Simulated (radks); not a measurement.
**Mn in [Ar] 3d5 4s2: an all-electron calculation**

One table from this session's results is given with a row withheld; the runs are named, their logs left out.

Program: radks (a radial shooting solver on a logarithmic mesh, Libxc functionals) version 1. Level of theory: scalar-relativistic Kohn-Sham, PBE, spin-unpolarised, spherical densities, finite nucleus. These are calculated values, not measurements, unless marked.

**Starting point**

- element: manganese (Z = 25)
- charge: 0
- electrons: 25
- configuration: [Ar] 3d5 4s2
- nuclear rms radius: 3.7057 fm

The outer shells:

Mn
```
[Ar] core
3d [↑ ][↑ ][↑ ][↑ ][↑ ]
4s [↑↓]
```

The first run:

Input:

```text
Z 25
configuration [Ar] 3d5 4s2
relativity scalar-relativistic
functional pbe,pbe
spin unpolarised
nucleus finite rms 3.7057 fm
c 137.035999084
```

Launch:

```sh
$ python run_ks.py task.json out
```

This one command runs every case of the session in turn.

Among the steps run: Self-consistent calculation.

One table of the session follows, with a row left open; its other results are not shown here.

It belongs to the step «Orbitals and density». Radial moments (bohr):

```
level      <r>  outermost maximum (interpolated)  90 % within  nodes
   1s  0.06090                            0.0399        0.109      0
   2s   0.2794                             0.232        0.433      1
   2p   0.2471                             0.188        0.405      0
   3s   0.8515                             0.736         1.28      2
   3p   0.9042                             0.752         1.39      1
   3d    1.223                             0.762         2.17      0
   4s        ?                                 ?            ?      ?
```

Q: Estimate the row for 4s from the others.

As computed: <r>: 3.094; outermost maximum (interpolated): 2.51; 90 % within: 4.73; nodes: 3. In the column «<r>» it is the highest.

Limits of these values: Spin polarisation and multiplet splitting are left out.
